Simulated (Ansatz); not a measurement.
# BClFH3O2: the cost of one run

Method: RKS PBE-D4/def2-SVP, in Ansatz 0.2.0.

### 1 The starting structure

Bond lengths: B1–Cl2 2.210 Å, B1–O3 1.410 Å, O3–H4 1.010 Å, B1–O5 1.410 Å, O5–H6 1.010 Å, B1–F7 1.620 Å, Cl2–H8 1.365 Å. Angles: B1–Cl2–H8 61.1°, Cl2–B1–O3 120.0°, Cl2–B1–O5 120.0°, Cl2–B1–F7 71.6°, O3–B1–O5 120.0°, O3–B1–F7 96.8°, O5–B1–F7 101.3°, B1–O3–H4 109.5°, B1–O5–H6 109.5°.

As a file:

```xyz
8

B     0.0000    0.0000    0.0000
Cl    0.0000    0.0000    2.2100
O     1.2211    0.0000   -0.7050
H     1.5209   -0.9519   -0.8599
O    -1.2211    0.0000   -0.7050
H    -1.7308   -0.8467   -0.4965
F     0.0726    1.5356    0.5108
H     0.0564    1.1931    1.5499
```

### 2 A restrained relaxation towards end A

Springs on the bonds that form and break draw the guess towards this end; the thresholds are loose.

input.yaml reads:

```yaml
crystal:
  periodic: [false, false, false]
  atoms:
    - { symbol: B, position_ang: [0.0, 0.0, 0.0] }
    - { symbol: Cl, position_ang: [0.0, 0.0, 2.21] }
    - { symbol: O, position_ang: [1.2211, 0.0, -0.705] }
    - { symbol: H, position_ang: [1.5209, -0.9519, -0.8599] }
    - { symbol: O, position_ang: [-1.2211, 0.0, -0.705] }
    - { symbol: H, position_ang: [-1.7308, -0.8467, -0.4965] }
    - { symbol: F, position_ang: [0.0726, 1.5356, 0.5108] }
    - { symbol: H, position_ang: [0.0564, 1.1931, 1.5499] }
basis:
  gaussian: { orbitals: def2-SVP }
hamiltonian:
  xc: pbe
  dispersion: d4
relax:
  f_tol: 0.15
  max_steps: 25
  restrain:
    - { distance: [0, 6], at: 2.52, k: 30.0 }
    - { distance: [7, 1], at: 2.57, k: 30.0 }
    - { distance: [0, 1], at: 1.86, k: 30.0 }
    - { distance: [7, 6], at: 0.92, k: 30.0 }
```

Launch:

```bash
$ ansatz run input.yaml --threads 2 --pin off --max-ram 3072MiB --backend cpu --events-out ev --progress --plain --runs-dir out
```

What time and memory should one allow on 2 threads of Arm Neoverse V2, shared host?

About 17 s, with a peak of 0.15 GiB.
